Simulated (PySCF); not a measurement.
# TiS2: relaxation and vibrations of the singlet

The task is one start of a wider search on TiS2: the singlet, from a linear start. It is relaxed, tested by its Hessian and followed downhill if it is a saddle.

The runs use PySCF 2.14.0; PBE0, basis Ti def2-TZVP, S def2-TZVP, no relativity, density fitting.

### 1 The system as given

3 atoms, charge 0, spin multiplicity 1.

Bond lengths: Ti1–S2 2.110 Å, Ti1–S3 2.110 Å. Angles: S2–Ti1–S3 180.0°.

Coordinates in bohr (charge 0 multiplicity 1):
```
Ti    0.0000    0.0000    0.0000
S     0.0000    0.0000    3.9873
S     0.0000    0.0000   -3.9873
```

### 2 Linear start, singlet: relaxation

One driver script runs all steps and calls PySCF; scf.py shows how it sets up the SCF of each step. The optimiser is the driver's own. Before each start the driver seeks the lowest SCF state from one or more starting densities and follows internal instabilities, so scf.py alone need not reach the same state.

The program finds D∞h symmetry in the start, which this walk keeps. The walk stops when the largest gradient is under 0.0003 Eh/bohr and the energy has settled too.

scf.py

```python
from pyscf import gto, scf, dft
mol = gto.M(atom='''
Ti     0.000000     0.000000     0.000000
S      0.000000     0.000000     2.110000
S      0.000000     0.000000    -2.110000''',
    basis={'Ti': 'def2-TZVP', 'S': 'def2-TZVP'},
    charge=0, spin=0)
mf = dft.RKS(mol, xc='PBE0')
mf.grids.atom_grid = (50, 194)
aux = {'Ti': 'def2-universal-JKFIT', 'S': 'def2-universal-JKFIT'}
mf = mf.density_fit(auxbasis=aux)
mf.kernel()
```

Energy and gradient, step by step:

| step | energy (Eh) | change (kJ/mol) | largest symmetric gradient (Eh/bohr) |
| --- | --- | --- | --- |
| 0 | -1645.391157 | 0.00 | 0.00364 |
| 1 | -1645.391206 | -0.13 | 0.00041 |
| 2 | -1645.391206 | -0.13 | 0.00001 |

The walk needed 8 s of wall time on 4 threads, shared host.

Positions (Å) and forces (eV/Å) along the way:

```
step 0
Ti   0.000   0.000   0.000   0.000   0.000   0.000
S    0.000   0.000   2.110   0.000   0.000   0.187
S    0.000   0.000  -2.110   0.000   0.000  -0.187
step 1
Ti   0.000   0.000   0.000   0.000   0.000   0.000
S    0.000   0.000   2.116   0.000   0.000   0.021
S    0.000   0.000  -2.116   0.000   0.000  -0.021
step 2
Ti   0.000   0.000   0.000   0.000   0.000  -0.001
S    0.000   0.000   2.117   0.000   0.000   0.001
S    0.000   0.000  -2.117   0.000   0.000   0.000
```

It settles in D∞h symmetry, 0.1 kJ/mol below the start, after 2 steps: Ti–S 2.117 Å (×2); S–Ti–S 180.0°.

### 3 Hessian and properties

The point is checked on the finer grid, and tightened if its gradient asks for it. The Hessian and the dipole derivatives come from central differences of analytic gradients, with steps of 0.01 bohr.

Changes to scf.py since step 2:

```diff
@@ -3,3 +3,3 @@
-Ti     0.000000     0.000000     0.000000
-S      0.000000     0.000000     2.110000
-S      0.000000     0.000000    -2.110000''',
+Ti    -0.000000     0.000000     0.000000
+S     -0.000000    -0.000000     2.117223
+S      0.000000     0.000000    -2.117223''',
@@ -9 +9 @@
-mf.grids.atom_grid = (50, 194)
+mf.grids.atom_grid = (75, 302)
```

This SCF starts from the last density.

SCF at the final geometry:

```text
init E= -1645.39128044658
  HOMO = -0.261914957188062  LUMO = -0.160072586734266  gap/eV = 2.77127
cycle= 1 E= -1645.39128044658  delta_E= 4.32e-12  |g|= 4.52e-06  |ddm|= 3.38e-06
  HOMO = -0.261915166961161  LUMO = -0.160070881495947  gap/eV = 2.77132
Extra cycle  E= -1645.39128044649  delta_E= 8.37e-11  |g|= 1.99e-05  |ddm|= 1.23e-05
converged SCF energy = -1645.39128044649
```

The whole step took 24 s.

Geometry: D∞h; Ti–S 2.117 Å (×2); S–Ti–S 180.0°.

Modes, for the most abundant isotopes:

| symmetry | ω (cm⁻¹) | IR (km/mol) | μ (u) |
| --- | --- | --- | --- |
| πu | 197i | 191 | 39.49 |
| σg+ | 467 | 0.0 | 31.97 |
| σu+ | 640 | 348 | 39.49 |

With 2 modes imaginary (up to 197i cm⁻¹) this point is a saddle.

Properties at this point:

```
Dipole moment                                                   : 0.00 D
Highest occupied level                                          : -7.13 eV
Lowest empty level                                              : -4.36 eV
Rotational constants                                            : 0.05881 cm⁻¹
Zero-point energy (real modes)                                  : 6.6 kJ/mol
Principal polarisabilities                                      : 56.5, 56.5, 149.9 bohr³
Atomisation energy without zero-point energy                    : 789 kJ/mol
Principal traceless quadrupole moments about the centre of mass : -19.33, 9.66, 9.66 D Å
```

Populations by atom (charges in e):

```json
{"atom": "Ti1", "Mulliken": "0.91", "Löwdin": "0.06", "polar tensor": "2.14", "Mayer order to Ti1": "–"}
{"atom": "S2,3", "Mulliken": "-0.46", "Löwdin": "-0.03", "polar tensor": "-1.07", "Mayer order to Ti1": "2.02"}
```

Mulliken populations on Ti1: s 6.21, p 12.52, d 2.35, f 0.02.

### 4 Downhill along the imaginary mode

The atoms are moved a little along the softest imaginary mode and relaxed again.

The program finds C2v symmetry in the start, which this walk keeps.

Changes to scf.py since step 3:

```diff
@@ -3,3 +3,3 @@
-Ti    -0.000000     0.000000     0.000000
-S     -0.000000    -0.000000     2.117223
-S      0.000000     0.000000    -2.117223''',
+Ti    -0.015619    -0.118979     0.000000
+S      0.011712     0.089215     2.117223
+S      0.011712     0.089215    -2.117223''',
@@ -9 +9 @@
-mf.grids.atom_grid = (75, 302)
+mf.grids.atom_grid = (50, 194)
```

The optimiser's trace:

| step | energy (Eh) | change (kJ/mol) | largest symmetric gradient (Eh/bohr) |
| --- | --- | --- | --- |
| 0 | -1645.394104 | 0.00 | 0.01278 |
| 1 | -1645.397723 | -9.50 | 0.01805 |
| 2 | -1645.403394 | -24.39 | 0.01879 |
| 3 | -1645.410005 | -41.75 | 0.01771 |
| 4 | -1645.419754 | -67.34 | 0.03794 |
| 5 | -1645.425246 | -81.76 | 0.02251 |
| 6 | -1645.430082 | -94.46 | 0.00266 |
| 7 | -1645.430138 | -94.61 | 0.00278 |
| 8 | -1645.430159 | -94.66 | 0.00020 |
| 9 | -1645.430159 | -94.66 | 0.00001 |

The walk took 30 s.

End point (C2v, 9 steps, 94.7 kJ/mol gained): Ti–S 2.065 Å (×2); S–Ti–S 113.5°.

### 5 Frequencies

As before: finer grid, then central differences.

Changes to scf.py since step 4:

```diff
@@ -3,3 +3,3 @@
-Ti    -0.015619    -0.118979     0.000000
-S      0.011712     0.089215     2.117223
-S      0.011712     0.089215    -2.117223''',
+Ti    -0.084266    -0.641900     0.000000
+S      0.063186     0.481323     1.726794
+S      0.063186     0.481323    -1.726794''',
@@ -9 +9 @@
-mf.grids.atom_grid = (50, 194)
+mf.grids.atom_grid = (75, 302)
```

Log of the central SCF (cycles and frontier levels):

```text
init E= -1645.43019721175
  HOMO = -0.24531185801191  LUMO = -0.118747434551651  gap/eV = 3.44399
cycle= 1 E= -1645.43019720854  delta_E= 3.21e-09  |g|= 0.000115  |ddm|= 0.000107
  HOMO = -0.245313741680931  LUMO = -0.118723784002632  gap/eV = 3.44469
cycle= 2 E= -1645.43019715449  delta_E= 5.41e-08  |g|= 0.000496  |ddm|= 0.00034
  HOMO = -0.245311902109005  LUMO = -0.118746799539644  gap/eV = 3.44401
cycle= 3 E= -1645.43019720936  delta_E= -5.49e-08  |g|= 9.98e-05  |ddm|= 0.000265
  HOMO = -0.245312149527667  LUMO = -0.118743696203403  gap/eV = 3.44410
cycle= 4 E= -1645.43019721217  delta_E= -2.81e-09  |g|= 9.66e-07  |ddm|= 6.99e-05
  HOMO = -0.245312149021505  LUMO = -0.1187436931504  gap/eV = 3.44410
cycle= 5 E= -1645.43019721217  delta_E= -8.64e-12  |g|= 1.68e-07  |ddm|= 7.69e-07
  HOMO = -0.245312149960043  LUMO = -0.11874369082492  gap/eV = 3.44410
Extra cycle  E= -1645.43019721217  delta_E= 1.82e-12  |g|= 9.91e-08  |ddm|= 4.26e-07
converged SCF energy = -1645.43019721217
```

The whole step took 33 s.

Geometry: C2v; Ti–S 2.065 Å (×2); S–Ti–S 113.5°.

Harmonic modes (main isotopes):

```
symmetry  ω (cm⁻¹)  IR (km/mol)  μ (u)     type
      a1       172          2.2  34.78     bend
      a1       587         11.2  35.91  stretch
      b2       622          201  38.10  stretch
```

All wavenumbers are real: a minimum.

Constants and moments:

| Item | Value |
| --- | --- |
| Dipole moment | 5.75 D |
| Highest occupied level | -6.68 eV |
| Lowest empty level | -3.23 eV |
| Rotational constants | 0.4794, 0.08841, 0.07465 cm⁻¹ |
| Zero-point energy | 8.3 kJ/mol |
| Principal polarisabilities | 44.4, 54.5, 115.6 bohr³ |
| Atomisation energy without zero-point energy | 891 kJ/mol |
| Principal traceless quadrupole moments about the centre of mass | -14.45, 4.93, 9.52 D Å |
| Entropy at 298.15 K and 1 bar | 283.4 J/(mol K) |
| Heat capacity Cp at 298.15 K | 49.7 J/(mol K) |
| Enthalpy at 298.15 K above 0 K | 12.34 kJ/mol |
| Rotational symmetry number | 2 |

Populations by atom (charges in e):

```csv
atom,Mulliken,Löwdin,polar tensor,Mayer order to Ti1
Ti1,0.85,-0.18,1.34,–
"S2,3",-0.43,0.09,-0.67,2.25
```

Mulliken populations on Ti1: s 6.21, p 12.32, d 2.60, f 0.01.

### 6 Would spin polarisation lower it?

At the lowest minimum the closed shell is tested against spin polarisation, on the (50, 194) grid. It is stable.

### 7 The points found, side by side

| spin | group | bonds | imaginary modes (cm⁻¹) | ΔE (kJ/mol) | with zero-point energy |
| --- | --- | --- | --- | --- | --- |
| singlet | C2v | Ti–S 2.065 Å (×2) | none | 0.0 | 0.0 |
| singlet | D∞h | Ti–S 2.117 Å (×2) | 197i, 197i | 102.2 | – |

### 8 Outcome

| quantity | value |
| --- | --- |
| minimum | singlet, C2v |
| geometry | Ti–S 2.065 Å (×2); S–Ti–S 113.5° |
| wavenumbers (cm⁻¹) | 172 (a1), 587 (a1), 622 (b2) |
| dipole moment | 5.75 D |
| highest occupied, lowest empty level | -6.68, -3.23 eV |
| polar-tensor charge of Ti1 | +1.34 e |
| zero-point energy | 8.3 kJ/mol |
| entropy at 298.15 K | 283.4 J/(mol K) |
| atomisation energy (no zero-point energy) | 891 kJ/mol |

From D∞h at the start the molecule goes to a C2v minimum, after a stop at a second-order saddle point 102.2 kJ/mol higher, from which it was pushed off along an imaginary mode. The strongest infrared band lies at 622 cm⁻¹ (b2, stretch). With 5.7 D the molecule is strongly polar. Only this shape and spin were tried, so other structures or states may lie lower.

The search up to here needed 1.8 min of wall time on 4 threads, shared host.
